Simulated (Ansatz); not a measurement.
I need a polarisability from point charges of CH5BSe, SMILES CB[SeH]. Use the Python package of Ansatz (0.2.0). Settings (for the species named): PBE, def2-SVPD basis, multiplicity 1.

Input file `ch5bse.xyz`:
```text
8

C    -0.61410    0.70220   -0.30530
B     0.59590   -0.21680   -0.29710
Se    1.32570   -0.86030    1.43820
H    -1.41460    0.26860   -0.87650
H    -0.39090    1.69130   -0.83780
H    -0.99450    0.97720    0.71840
H     1.12120   -0.55490   -1.30840
H     0.46350   -2.06450    1.41270
```

`ch5bse_field.py`
```python
# -*- coding: utf-8 -*-
import warnings

import ansatz as az
import numpy as np

warnings.simplefilter('ignore', az.DeckWarning)

mol = az.Crystal.molecule_from_extxyz('ch5bse.xyz')

job = (
    mol.calculation()
    .basis(gaussian='def2-SVPD')
    .functional('PBE')
    .forces()
)
centre = np.mean([site.position_ang for site in mol.cartesian_sites], axis=0)
field = 2 * 14.399645 * 4.0 / 25.0 ** 2


def dipole(axis, sign):
    arm = 25.0 * np.eye(3)[axis]
    pair = [{'charge': sign * 4.0, 'position_ang': (centre - arm).tolist()}, {'charge': -sign * 4.0, 'position_ang': (centre + arm).tolist()}]
    deck = job.input().set(az.key.basis.gaussian.point_charges, pair)
    return np.array(az.Session.from_dict(deck).plan().execute().report['charge_distribution']['dipole_moment_e_ang'])


print(f'field {field:.4f} V/A')
alpha = np.array([(dipole(axis, 1) - dipole(axis, -1)) / (2 * field) * 14.399645 for axis in range(3)])
print('polarisability tensor (A^3)')
print(np.array2string(alpha, precision=3, suppress_small=True))
print(f'mean {np.trace(alpha) / 3:.3f} A^3 = {np.trace(alpha) / 3 / 0.14818471:.2f} bohr^3')
```

```console
$ python ch5bse_field.py
field 0.1843 V/A
polarisability tensor (A^3)
[[ 8.731 -1.237  0.737]
 [-1.229  8.589 -0.962]
 [ 0.73  -0.948  9.439]]
mean 8.920 A^3 = 60.19 bohr^3
```

The geometry is a force-field or estimated start, not a minimum of this method, and the basis set is short of its limit. The field of two point charges is only nearly even. Run time: 17 s on 1 thread of Arm Neoverse V2 (shared host), peak memory 0.22 GiB.
